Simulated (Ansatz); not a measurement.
# CsTl: the cost of one run

Computed with Ansatz 0.2.0 (DFT PBE, scalar-relativistic, plane waves, PAW, unless a step's input says otherwise).

1 further run of the same task is left out (it didn't finish).

**1. The system as given**

It takes space group P4/mmm (No. 123, tetragonal). Conventional cell: a = 3.905 Å, b = 3.905 Å, c = 5.118 Å, α = 90.00°, β = 90.00°, γ = 90.00°. Cs (site symmetry 4/mmm) is surrounded by 8 Tl at 3.76 Å and 4 Cs at 3.90 Å. Tl (site symmetry 4/mmm) has 8 Cs at 3.76 Å and 4 Tl at 3.90 Å as nearest neighbours.

Coordinates:

```
CELL_PARAMETERS angstrom
3.90455 0.00000 0.00000
0.00000 3.90455 0.00000
0.00000 0.00000 5.11775
ATOMIC_POSITIONS crystal
Cs 0.50000 0.50000 0.50000
Tl 0.00000 0.00000 0.00000
```

This is candidate A: CuAu (L1_0) type (P4/mmm, No. 123).

(A quick probe on a coarse mesh, which set the mesh and smearing, is not shown.)

**3. Relaxing cell and atoms (candidate A)**

input.yaml

```yaml
crystal:
  lattice:
    - [3.9045510874, 0.0, 0.0]
    - [0.0, 3.9045510874, 0.0]
    - [0.0, 0.0, 5.1177508896]
  atoms:
    - { symbol: Cs, position: [0.5, 0.5, 0.5] }
    - { symbol: Tl, position: [0.0, 0.0, 0.0] }
basis:
  ecutwfc: 420
kpoints:
  mp_grid: { grid: [14, 14, 12] }
hamiltonian:
  xc: pbe
scf:
  occupations: { method: gaussian, width: 0.1 }
output:
  forces: true
  stress: true
  eigenvalues: true
relax:
  adjacent_minimum: "off"
  f_tol: 0.01
  max_steps: 80
  cell: { stress_tol: 0.05 }
```

Run with:

```
$ ansatz run input.yaml --threads 1 --pin off --max-ram 2560MiB --backend cpu --events-out ev --progress --plain --runs-dir out
```

**Question.** How long does this run take on 1 thread of Arm Neoverse V1, shared host, and how much memory does it need?

About 3.9 min, with a peak of 0.62 GiB.
